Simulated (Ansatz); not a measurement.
# H2Br (doublet): B2PLYP, PBE-QIDH, RPA-PBE over a scan of the distance Br1–H2 along a hydrogen transfer, cc-pVTZ, part 1 of 2

Aim: run H2Br (doublet) with these functionals over a scan of the distance Br1–H2 along a hydrogen transfer, and hold them against the top wave-function level at the same points.

Computed with Ansatz 0.2.0, Gaussian basis. Level: cc-pVTZ, all electrons in the functionals, frozen cores in the correlation of double hybrids and RPA.

To be run: B2PLYP, PBE-QIDH, RPA-PBE, at 1.421 Å; 1.512 Å; 1.694 Å; 1.876 Å; 2.058 Å.

4 further runs of the same task are left out: 4 that didn't finish.

**1. What is computed**

The geometry derives from fragments relaxed apart (PBE0/def2-TZVP) and kept rigid, so it is no stationary point. A hydrogen atom is moved between rigid fragments. No spin-orbit coupling is included. The filled d shell of Br may be among the frozen orbitals whatever the setting's name suggests; the logs give the count.

3 atoms, charge 0, spin multiplicity 2.

Atoms are counted from 1 here; the program's logs count them from 0.

Bond lengths: Br1–H2 1.421 Å.

No dispersion term is added.

The geometry shown and the zero of energy belong to the point 1.421 Å. The yardstick, UCCSDT(Q), and other wave-function levels (R restricted, U unrestricted, valence and pair active spaces) come from earlier runs.

**2. B2PLYP, 1.421 Å**

in.yaml reads:

```yaml
crystal:
  periodic: [false, false, false]
  atoms:
    - {symbol: Br, position_ang: [0.000000, 0.000000, -1.407867]}
    - {symbol: H, position_ang: [0.000000, 0.000000, 0.012733]}
    - {symbol: H, position_ang: [0.000000, 0.000000, 1.395133]}
basis:
  gaussian: {orbitals: cc-pVTZ}
magnetization: {spin_polarized: true, initial_magnetization: 1}
hamiltonian: {xc: {name: B2PLYP}}
correlation: {electrons: outside_noble_gas}
```

The run is started by

```console
ansatz run in.yaml --threads 1 --pin off --events-out ev --progress --plain --max-ram 2393MiB
```

What it wrote:

```text
Functional definition: B2PLYP
  name "B2PLYP"
  cite "Grimme, J. Chem. Phys. 124, 034108 (2006) doi:10.1063/1.2148954"
  cite "Becke, Phys. Rev. A 38, 3098 (1988) doi:10.1103/PhysRevA.38.3098"
  cite "Lee, Yang & Parr, Phys. Rev. B 37, 785 (1988) doi:10.1103/PhysRevB.37.785"
  parameter a = 0.53
  parameter c = 0.27
  exchange = (1 - a)*b88_x + a*exact_x
  correlation = (1 - c)*lyp_c + c*(mp2_os + mp2_ss)
424 factors; integrals over basis functions are off by at most 1.3e-3 eV
mean field evaluation 1: about -70064.0304 eV, gradient 5.7e0 eV
mean field evaluation 2: about -70064.0532 eV, gradient 5.7e0 eV
mean field evaluation 4: about -70064.5135 eV, gradient 1.4e0 eV
mean field evaluation 8: about -70064.5326 eV, gradient 2.7e-2 eV
mean field evaluation 16: about -70064.5326 eV, gradient 2.0e-5 eV
mean field -70064.53261591 eV, -2574.8240821888 hartree, gradient 4.2e-6 eV, S^2 0.755391; 0 other end points of the search recorded, 0 dependent functions left out
14 core orbitals not correlated: weight in the atoms' cores, before any rotation towards them, 1.000 or more for the frozen orbitals, at most 0.000 for the correlated occupied ones
reference -70064.53273432 eV, -2574.8240865404 hartree; 5, 4 occupied and 52, 53 virtual orbitals, 424 factors
second order -5.87222563 eV of doubles, -0.00000000 eV of singles
Total energy: -70066.11823524 eV, -2574.8823526245 hartree
```

Run time: 2 s. Hardware: 1 thread of Arm Neoverse V1, shared host.

From the report: ⟨S²⟩ of the determinant 0.755 (pure doublet: 0.75).

**3. B2PLYP, 1.512 Å**

in.yaml reads:

```yaml
crystal:
  periodic: [false, false, false]
  atoms:
    - {symbol: Br, position_ang: [0.000000, 0.000000, -1.438333]}
    - {symbol: H, position_ang: [0.000000, 0.000000, 0.073667]}
    - {symbol: H, position_ang: [0.000000, 0.000000, 1.364667]}
basis:
  gaussian: {orbitals: cc-pVTZ}
magnetization: {spin_polarized: true, initial_magnetization: 1}
hamiltonian: {xc: {name: B2PLYP}}
correlation: {electrons: outside_noble_gas}
```

Launched as before.

What it wrote:

```text
Functional definition: B2PLYP
  name "B2PLYP"
  cite "Grimme, J. Chem. Phys. 124, 034108 (2006) doi:10.1063/1.2148954"
  cite "Becke, Phys. Rev. A 38, 3098 (1988) doi:10.1103/PhysRevA.38.3098"
  cite "Lee, Yang & Parr, Phys. Rev. B 37, 785 (1988) doi:10.1103/PhysRevB.37.785"
  parameter a = 0.53
  parameter c = 0.27
  exchange = (1 - a)*b88_x + a*exact_x
  correlation = (1 - c)*lyp_c + c*(mp2_os + mp2_ss)
424 factors; integrals over basis functions are off by at most 1.4e-3 eV
mean field evaluation 1: about -70064.0414 eV, gradient 5.6e0 eV
mean field evaluation 2: about -70064.0631 eV, gradient 5.6e0 eV
mean field evaluation 4: about -70064.5029 eV, gradient 1.5e0 eV
mean field evaluation 8: about -70064.5284 eV, gradient 2.8e-2 eV
mean field evaluation 16: about -70064.5284 eV, gradient 3.3e-5 eV
mean field -70064.52844260 eV, -2574.8239288226 hartree, gradient 5.5e-6 eV, S^2 0.761860; 0 other end points of the search recorded, 0 dependent functions left out
14 core orbitals not correlated: weight in the atoms' cores, before any rotation towards them, 1.000 or more for the frozen orbitals, at most 0.000 for the correlated occupied ones
reference -70064.52856185 eV, -2574.8239332050 hartree; 5, 4 occupied and 52, 53 virtual orbitals, 424 factors
second order -5.93989760 eV of doubles, -0.00000000 eV of singles
Total energy: -70066.13233421 eV, -2574.8828707518 hartree
```

It took 2 s on 1 thread of Arm Neoverse V1, shared host.

From the report: ⟨S²⟩ of the determinant 0.762 (pure doublet: 0.75).

From 1.421 Å: -0.3 kcal/mol.

**4. B2PLYP, 1.694 Å**

in.yaml reads:

```yaml
crystal:
  periodic: [false, false, false]
  atoms:
    - {symbol: Br, position_ang: [0.000000, 0.000000, -1.499000]}
    - {symbol: H, position_ang: [0.000000, 0.000000, 0.195000]}
    - {symbol: H, position_ang: [0.000000, 0.000000, 1.304000]}
basis:
  gaussian: {orbitals: cc-pVTZ}
magnetization: {spin_polarized: true, initial_magnetization: 1}
hamiltonian: {xc: {name: B2PLYP}}
correlation: {electrons: outside_noble_gas}
```

Launched as before.

What it wrote:

```text
Functional definition: B2PLYP
  name "B2PLYP"
  cite "Grimme, J. Chem. Phys. 124, 034108 (2006) doi:10.1063/1.2148954"
  cite "Becke, Phys. Rev. A 38, 3098 (1988) doi:10.1103/PhysRevA.38.3098"
  cite "Lee, Yang & Parr, Phys. Rev. B 37, 785 (1988) doi:10.1103/PhysRevB.37.785"
  parameter a = 0.53
  parameter c = 0.27
  exchange = (1 - a)*b88_x + a*exact_x
  correlation = (1 - c)*lyp_c + c*(mp2_os + mp2_ss)
426 factors; integrals over basis functions are off by at most 1.4e-3 eV
mean field evaluation 1: about -70064.1477 eV, gradient 5.0e0 eV
mean field evaluation 2: about -70064.1666 eV, gradient 5.0e0 eV
mean field evaluation 4: about -70064.4767 eV, gradient 1.4e0 eV
mean field evaluation 8: about -70064.5031 eV, gradient 2.8e-2 eV
mean field evaluation 16: about -70064.5031 eV, gradient 4.1e-5 eV
mean field -70064.50312224 eV, -2574.8229983163 hartree, gradient 5.6e-6 eV, S^2 0.781103; 2 other end points of the search recorded, 0 dependent functions left out
14 core orbitals not correlated: weight in the atoms' cores, before any rotation towards them, 1.000 or more for the frozen orbitals, at most 0.000 for the correlated occupied ones
reference -70064.50324418 eV, -2574.8230027977 hartree; 5, 4 occupied and 52, 53 virtual orbitals, 426 factors
second order -5.98788413 eV of doubles, -0.00000000 eV of singles
Total energy: -70066.11997290 eV, -2574.8824164821 hartree
```

It took 2.5 s on 1 thread of Arm Neoverse V1, shared host.

From the report: ⟨S²⟩ of the determinant 0.781 (pure doublet: 0.75).

From 1.421 Å: 0.0 kcal/mol.

**5. B2PLYP, 1.876 Å**

in.yaml reads:

```yaml
crystal:
  periodic: [false, false, false]
  atoms:
    - {symbol: Br, position_ang: [0.000000, 0.000000, -1.559667]}
    - {symbol: H, position_ang: [0.000000, 0.000000, 0.316333]}
    - {symbol: H, position_ang: [0.000000, 0.000000, 1.243333]}
basis:
  gaussian: {orbitals: cc-pVTZ}
magnetization: {spin_polarized: true, initial_magnetization: 1}
hamiltonian: {xc: {name: B2PLYP}}
correlation: {electrons: outside_noble_gas}
```

Same command.

What it wrote:

```text
Functional definition: B2PLYP
  name "B2PLYP"
  cite "Grimme, J. Chem. Phys. 124, 034108 (2006) doi:10.1063/1.2148954"
  cite "Becke, Phys. Rev. A 38, 3098 (1988) doi:10.1103/PhysRevA.38.3098"
  cite "Lee, Yang & Parr, Phys. Rev. B 37, 785 (1988) doi:10.1103/PhysRevB.37.785"
  parameter a = 0.53
  parameter c = 0.27
  exchange = (1 - a)*b88_x + a*exact_x
  correlation = (1 - c)*lyp_c + c*(mp2_os + mp2_ss)
428 factors; integrals over basis functions are off by at most 9.0e-4 eV
mean field evaluation 1: about -70064.6301 eV, gradient 4.3e0 eV
mean field evaluation 2: about -70064.6446 eV, gradient 4.3e0 eV
mean field evaluation 4: about -70064.8518 eV, gradient 9.5e-1 eV
mean field evaluation 8: about -70064.8614 eV, gradient 2.9e-2 eV
mean field evaluation 16: about -70064.8614 eV, gradient 4.4e-5 eV
mean field evaluation 32: about -70064.8539 eV, gradient 8.0e-1 eV
mean field -70064.86142585 eV, -2574.8361657310 hartree, gradient 2.1e-6 eV, S^2 0.769472; 4 other end points of the search recorded, 0 dependent functions left out
14 core orbitals not correlated: weight in the atoms' cores, before any rotation towards them, 1.000 or more for the frozen orbitals, at most 0.000 for the correlated occupied ones
reference -70064.86154661 eV, -2574.8361701691 hartree; 5, 4 occupied and 52, 53 virtual orbitals, 428 factors
second order -5.86459964 eV of doubles, -0.00000000 eV of singles
Total energy: -70066.44498851 eV, -2574.8943605857 hartree
```

Run time: 3.5 s. Hardware: 1 thread of Arm Neoverse V1, shared host.

From the report: ⟨S²⟩ of the determinant 0.769 (pure doublet: 0.75).

From 1.421 Å: -7.5 kcal/mol.

**6. B2PLYP, 2.058 Å**

in.yaml reads:

```yaml
crystal:
  periodic: [false, false, false]
  atoms:
    - {symbol: Br, position_ang: [0.000000, 0.000000, -1.620333]}
    - {symbol: H, position_ang: [0.000000, 0.000000, 0.437667]}
    - {symbol: H, position_ang: [0.000000, 0.000000, 1.182667]}
basis:
  gaussian: {orbitals: cc-pVTZ}
magnetization: {spin_polarized: true, initial_magnetization: 1}
hamiltonian: {xc: {name: B2PLYP}}
correlation: {electrons: outside_noble_gas}
```

The command is unchanged.

What it wrote:

```text
Functional definition: B2PLYP
  name "B2PLYP"
  cite "Grimme, J. Chem. Phys. 124, 034108 (2006) doi:10.1063/1.2148954"
  cite "Becke, Phys. Rev. A 38, 3098 (1988) doi:10.1103/PhysRevA.38.3098"
  cite "Lee, Yang & Parr, Phys. Rev. B 37, 785 (1988) doi:10.1103/PhysRevB.37.785"
  parameter a = 0.53
  parameter c = 0.27
  exchange = (1 - a)*b88_x + a*exact_x
  correlation = (1 - c)*lyp_c + c*(mp2_os + mp2_ss)
425 factors; integrals over basis functions are off by at most 1.0e-3 eV
mean field evaluation 1: about -70065.0546 eV, gradient 4.4e0 eV
mean field evaluation 2: about -70065.0652 eV, gradient 4.4e0 eV
mean field evaluation 4: about -70065.2354 eV, gradient 4.6e-1 eV
mean field evaluation 8: about -70065.2378 eV, gradient 8.1e-3 eV
mean field evaluation 16: about -70065.2378 eV, gradient 1.4e-5 eV
mean field evaluation 32: about -70065.1216 eV, gradient 5.3e-1 eV
mean field -70065.23777199 eV, -2574.8499961966 hartree, gradient 4.7e-6 eV, S^2 0.756887; 4 other end points of the search recorded, 0 dependent functions left out
14 core orbitals not correlated: weight in the atoms' cores, before any rotation towards them, 1.000 or more for the frozen orbitals, at most 0.000 for the correlated occupied ones
reference -70065.23788816 eV, -2574.8500004661 hartree; 5, 4 occupied and 52, 53 virtual orbitals, 425 factors
second order -5.66517010 eV of doubles, -0.00000000 eV of singles
Total energy: -70066.76748409 eV, -2574.9062120796 hartree
```

Run time: 3.7 s. Hardware: 1 thread of Arm Neoverse V1, shared host.

From the report: ⟨S²⟩ of the determinant 0.757 (pure doublet: 0.75).

From 1.421 Å: -15.0 kcal/mol.

**7. PBE-QIDH, 1.421 Å**

in.yaml reads:

```yaml
crystal:
  periodic: [false, false, false]
  atoms:
    - {symbol: Br, position_ang: [0.000000, 0.000000, -1.407867]}
    - {symbol: H, position_ang: [0.000000, 0.000000, 0.012733]}
    - {symbol: H, position_ang: [0.000000, 0.000000, 1.395133]}
basis:
  gaussian: {orbitals: cc-pVTZ}
magnetization: {spin_polarized: true, initial_magnetization: 1}
hamiltonian: {xc: {name: PBE-QIDH}}
correlation: {electrons: outside_noble_gas}
```

The command is unchanged.

What it wrote:

```text
Functional definition: PBE-QIDH
  name "PBE-QIDH"
  cite "Brémond, Sancho-García, Pérez-Jiménez & Adamo, J. Chem. Phys. 141, 031101 (2014) doi:10.1063/1.4890314"
  cite "Perdew, Burke & Ernzerhof, Phys. Rev. Lett. 77, 3865 (1996) doi:10.1103/PhysRevLett.77.3865"
  parameter a = 3^(-1/3)
  parameter c = 1/3
  exchange = (1 - a)*pbe_x + a*exact_x
  correlation = (1 - c)*pbe_c + c*(mp2_os + mp2_ss)
424 factors; integrals over basis functions are off by at most 1.3e-3 eV
mean field evaluation 1: about -70057.4356 eV, gradient 6.7e0 eV
mean field evaluation 2: about -70057.4359 eV, gradient 6.7e0 eV
mean field evaluation 4: about -70058.0762 eV, gradient 1.5e0 eV
mean field evaluation 8: about -70058.1052 eV, gradient 1.1e-1 eV
mean field evaluation 16: about -70058.1055 eV, gradient 4.4e-5 eV
mean field -70058.10551304 eV, -2574.5878905146 hartree, gradient 9.4e-6 eV, S^2 0.755888; 0 other end points of the search recorded, 0 dependent functions left out
14 core orbitals not correlated: weight in the atoms' cores, before any rotation towards them, 1.000 or more for the frozen orbitals, at most 0.000 for the correlated occupied ones
reference -70058.10552228 eV, -2574.5878908541 hartree; 5, 4 occupied and 52, 53 virtual orbitals, 424 factors
second order -5.46273801 eV of doubles, -0.00000000 eV of singles
Total energy: -70059.92643494 eV, -2574.6548081605 hartree
```

It took 1.8 s on 1 thread of Arm Neoverse V1, shared host.

From the report: ⟨S²⟩ of the determinant 0.756 (pure doublet: 0.75).

**8. PBE-QIDH, 1.512 Å**

in.yaml reads:

```yaml
crystal:
  periodic: [false, false, false]
  atoms:
    - {symbol: Br, position_ang: [0.000000, 0.000000, -1.438333]}
    - {symbol: H, position_ang: [0.000000, 0.000000, 0.073667]}
    - {symbol: H, position_ang: [0.000000, 0.000000, 1.364667]}
basis:
  gaussian: {orbitals: cc-pVTZ}
magnetization: {spin_polarized: true, initial_magnetization: 1}
hamiltonian: {xc: {name: PBE-QIDH}}
correlation: {electrons: outside_noble_gas}
```

Same command.

What it wrote:

```text
Functional definition: PBE-QIDH
  name "PBE-QIDH"
  cite "Brémond, Sancho-García, Pérez-Jiménez & Adamo, J. Chem. Phys. 141, 031101 (2014) doi:10.1063/1.4890314"
  cite "Perdew, Burke & Ernzerhof, Phys. Rev. Lett. 77, 3865 (1996) doi:10.1103/PhysRevLett.77.3865"
  parameter a = 3^(-1/3)
  parameter c = 1/3
  exchange = (1 - a)*pbe_x + a*exact_x
  correlation = (1 - c)*pbe_c + c*(mp2_os + mp2_ss)
424 factors; integrals over basis functions are off by at most 1.4e-3 eV
mean field evaluation 1: about -70057.4171 eV, gradient 6.6e0 eV
mean field evaluation 2: about -70057.4173 eV, gradient 6.6e0 eV
mean field evaluation 4: about -70058.0287 eV, gradient 1.6e0 eV
mean field evaluation 8: about -70058.0671 eV, gradient 5.7e-2 eV
mean field evaluation 16: about -70058.0672 eV, gradient 1.2e-5 eV
mean field -70058.06723110 eV, -2574.5864836795 hartree, gradient 2.7e-6 eV, S^2 0.764040; 0 other end points of the search recorded, 0 dependent functions left out
14 core orbitals not correlated: weight in the atoms' cores, before any rotation towards them, 1.000 or more for the frozen orbitals, at most 0.000 for the correlated occupied ones
reference -70058.06724042 eV, -2574.5864840219 hartree; 5, 4 occupied and 52, 53 virtual orbitals, 424 factors
second order -5.51142985 eV of doubles, -0.00000000 eV of singles
Total energy: -70059.90438370 eV, -2574.6539977922 hartree
```

Wall time 1.9 s (1 thread of Arm Neoverse V1, shared host).

From the report: ⟨S²⟩ of the determinant 0.764 (pure doublet: 0.75).

From 1.421 Å: +0.5 kcal/mol.

**9. PBE-QIDH, 1.694 Å**

in.yaml reads:

```yaml
crystal:
  periodic: [false, false, false]
  atoms:
    - {symbol: Br, position_ang: [0.000000, 0.000000, -1.499000]}
    - {symbol: H, position_ang: [0.000000, 0.000000, 0.195000]}
    - {symbol: H, position_ang: [0.000000, 0.000000, 1.304000]}
basis:
  gaussian: {orbitals: cc-pVTZ}
magnetization: {spin_polarized: true, initial_magnetization: 1}
hamiltonian: {xc: {name: PBE-QIDH}}
correlation: {electrons: outside_noble_gas}
```

Launched as before.

What it wrote:

```text
Functional definition: PBE-QIDH
  name "PBE-QIDH"
  cite "Brémond, Sancho-García, Pérez-Jiménez & Adamo, J. Chem. Phys. 141, 031101 (2014) doi:10.1063/1.4890314"
  cite "Perdew, Burke & Ernzerhof, Phys. Rev. Lett. 77, 3865 (1996) doi:10.1103/PhysRevLett.77.3865"
  parameter a = 3^(-1/3)
  parameter c = 1/3
  exchange = (1 - a)*pbe_x + a*exact_x
  correlation = (1 - c)*pbe_c + c*(mp2_os + mp2_ss)
426 factors; integrals over basis functions are off by at most 1.4e-3 eV
mean field evaluation 1: about -70057.4654 eV, gradient 6.1e0 eV
mean field evaluation 2: about -70057.4652 eV, gradient 6.1e0 eV
mean field evaluation 4: about -70057.9315 eV, gradient 1.5e0 eV
mean field evaluation 8: about -70057.9704 eV, gradient 4.5e-2 eV
mean field evaluation 16: about -70057.9704 eV, gradient 1.3e-5 eV
mean field -70057.97044120 eV, -2574.5829267162 hartree, gradient 2.6e-6 eV, S^2 0.792134; 0 other end points of the search recorded, 0 dependent functions left out
14 core orbitals not correlated: weight in the atoms' cores, before any rotation towards them, 1.000 or more for the frozen orbitals, at most 0.000 for the correlated occupied ones
reference -70057.97045052 eV, -2574.5829270587 hartree; 5, 4 occupied and 52, 53 virtual orbitals, 426 factors
second order -5.52954403 eV of doubles, -0.00000000 eV of singles
Total energy: -70059.81363186 eV, -2574.6506627237 hartree
```

Run time: 1.9 s. Hardware: 1 thread of Arm Neoverse V1, shared host.

From the report: ⟨S²⟩ of the determinant 0.792 (pure doublet: 0.75).

From 1.421 Å: +2.6 kcal/mol.

**10. PBE-QIDH, 1.876 Å**

in.yaml reads:

```yaml
crystal:
  periodic: [false, false, false]
  atoms:
    - {symbol: Br, position_ang: [0.000000, 0.000000, -1.559667]}
    - {symbol: H, position_ang: [0.000000, 0.000000, 0.316333]}
    - {symbol: H, position_ang: [0.000000, 0.000000, 1.243333]}
basis:
  gaussian: {orbitals: cc-pVTZ}
magnetization: {spin_polarized: true, initial_magnetization: 1}
hamiltonian: {xc: {name: PBE-QIDH}}
correlation: {electrons: outside_noble_gas}
```

Launched as before.

What it wrote:

```text
Functional definition: PBE-QIDH
  name "PBE-QIDH"
  cite "Brémond, Sancho-García, Pérez-Jiménez & Adamo, J. Chem. Phys. 141, 031101 (2014) doi:10.1063/1.4890314"
  cite "Perdew, Burke & Ernzerhof, Phys. Rev. Lett. 77, 3865 (1996) doi:10.1103/PhysRevLett.77.3865"
  parameter a = 3^(-1/3)
  parameter c = 1/3
  exchange = (1 - a)*pbe_x + a*exact_x
  correlation = (1 - c)*pbe_c + c*(mp2_os + mp2_ss)
428 factors; integrals over basis functions are off by at most 9.0e-4 eV
mean field evaluation 1: about -70057.9193 eV, gradient 5.4e0 eV
mean field evaluation 2: about -70057.9187 eV, gradient 5.4e0 eV
mean field evaluation 4: about -70058.2932 eV, gradient 1.2e0 eV
mean field evaluation 8: about -70058.3116 eV, gradient 3.1e-2 eV
mean field evaluation 16: about -70058.3116 eV, gradient 2.3e-5 eV
mean field -70058.31158668 eV, -2574.5954635812 hartree, gradient 9.4e-7 eV, S^2 0.775668; 2 other end points of the search recorded, 0 dependent functions left out
14 core orbitals not correlated: weight in the atoms' cores, before any rotation towards them, 1.000 or more for the frozen orbitals, at most 0.000 for the correlated occupied ones
reference -70058.31159532 eV, -2574.5954638989 hartree; 5, 4 occupied and 52, 53 virtual orbitals, 428 factors
second order -5.43106304 eV of doubles, -0.00000000 eV of singles
Total energy: -70060.12194967 eV, -2574.6619931940 hartree
```

Wall time 2.4 s (1 thread of Arm Neoverse V1, shared host).

From the report: ⟨S²⟩ of the determinant 0.776 (pure doublet: 0.75).

From 1.421 Å: -4.5 kcal/mol.

**11. PBE-QIDH, 2.058 Å**

in.yaml reads:

```yaml
crystal:
  periodic: [false, false, false]
  atoms:
    - {symbol: Br, position_ang: [0.000000, 0.000000, -1.620333]}
    - {symbol: H, position_ang: [0.000000, 0.000000, 0.437667]}
    - {symbol: H, position_ang: [0.000000, 0.000000, 1.182667]}
basis:
  gaussian: {orbitals: cc-pVTZ}
magnetization: {spin_polarized: true, initial_magnetization: 1}
hamiltonian: {xc: {name: PBE-QIDH}}
correlation: {electrons: outside_noble_gas}
```

Launched as before.

What it wrote:

```text
Functional definition: PBE-QIDH
  name "PBE-QIDH"
  cite "Brémond, Sancho-García, Pérez-Jiménez & Adamo, J. Chem. Phys. 141, 031101 (2014) doi:10.1063/1.4890314"
  cite "Perdew, Burke & Ernzerhof, Phys. Rev. Lett. 77, 3865 (1996) doi:10.1103/PhysRevLett.77.3865"
  parameter a = 3^(-1/3)
  parameter c = 1/3
  exchange = (1 - a)*pbe_x + a*exact_x
  correlation = (1 - c)*pbe_c + c*(mp2_os + mp2_ss)
425 factors; integrals over basis functions are off by at most 1.0e-3 eV
mean field evaluation 1: about -70058.3831 eV, gradient 5.0e0 eV
mean field evaluation 2: about -70058.3878 eV, gradient 5.0e0 eV
mean field evaluation 4: about -70058.7007 eV, gradient 4.8e-1 eV
mean field evaluation 8: about -70058.7044 eV, gradient 6.5e-2 eV
mean field evaluation 16: about -70058.7045 eV, gradient 1.4e-4 eV
mean field evaluation 32: about -70058.7034 eV, gradient 6.2e-2 eV
mean field -70058.70446702 eV, -2574.6099016676 hartree, gradient 7.7e-6 eV, S^2 0.758873; 4 other end points of the search recorded, 0 dependent functions left out
14 core orbitals not correlated: weight in the atoms' cores, before any rotation towards them, 1.000 or more for the frozen orbitals, at most 0.000 for the correlated occupied ones
reference -70058.70447507 eV, -2574.6099019635 hartree; 5, 4 occupied and 52, 53 virtual orbitals, 425 factors
second order -5.26915740 eV of doubles, -0.00000000 eV of singles
Total energy: -70060.46086087 eV, -2574.6744479511 hartree
```

Wall time 4.6 s (1 thread of Arm Neoverse V1, shared host).

From the report: ⟨S²⟩ of the determinant 0.759 (pure doublet: 0.75).

From 1.421 Å: -12.3 kcal/mol.

(Continued in part 2 of 2.)
